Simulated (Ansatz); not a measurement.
# BClF2H2: the cost of one run

Method: RKS PBE0-D4/def2-SVP, in Ansatz 0.2.0.

## (1) Starting point

Bond lengths: B1–Cl2 2.210 Å, B1–F3 1.320 Å, B1–F4 1.320 Å, Cl2–H6 1.516 Å. Angles: B1–Cl2–H6 56.2°, Cl2–B1–F3 120.0°, Cl2–B1–F4 120.0°, F3–B1–F4 120.0°.

As a file:

```xyz
6

B     0.0000    0.0000    0.0000
Cl    0.0000    0.0000    2.2100
F     1.1431    0.0000   -0.6600
F    -1.1431    0.0000   -0.6600
H     0.0623   -1.4126    0.4698
H     0.0555   -1.2580    1.3665
```

## (2) A restrained relaxation towards end A

Springs on the bonds that form and break draw the guess towards this end; the thresholds are loose.

input.yaml reads:

```yaml
crystal:
  periodic: [false, false, false]
  atoms:
    - { symbol: B, position_ang: [0.0, 0.0, 0.0] }
    - { symbol: Cl, position_ang: [0.0, 0.0, 2.21] }
    - { symbol: F, position_ang: [1.1431, 0.0, -0.66] }
    - { symbol: F, position_ang: [-1.1431, 0.0, -0.66] }
    - { symbol: H, position_ang: [0.0623, -1.4126, 0.4698] }
    - { symbol: H, position_ang: [0.0555, -1.258, 1.3665] }
basis:
  gaussian: { orbitals: def2-SVP }
hamiltonian:
  xc: pbe0
  dispersion: d4
relax:
  f_tol: 0.15
  max_steps: 25
  restrain:
    - { distance: [0, 4], at: 2.39, k: 30.0 }
    - { distance: [5, 1], at: 2.57, k: 30.0 }
    - { distance: [0, 1], at: 1.86, k: 30.0 }
    - { distance: [5, 4], at: 0.66, k: 30.0 }
```

Launch:

```bash
$ ansatz run input.yaml --threads 1 --pin off --max-ram 2048MiB --backend cpu --events-out ev --progress --plain --runs-dir out
```

**Question.** How long does this run take on 1 thread of Intel Xeon 6975P-C (Granite Rapids), shared host, and how much memory does it need?

About 10 s, with a peak of 0.15 GiB.
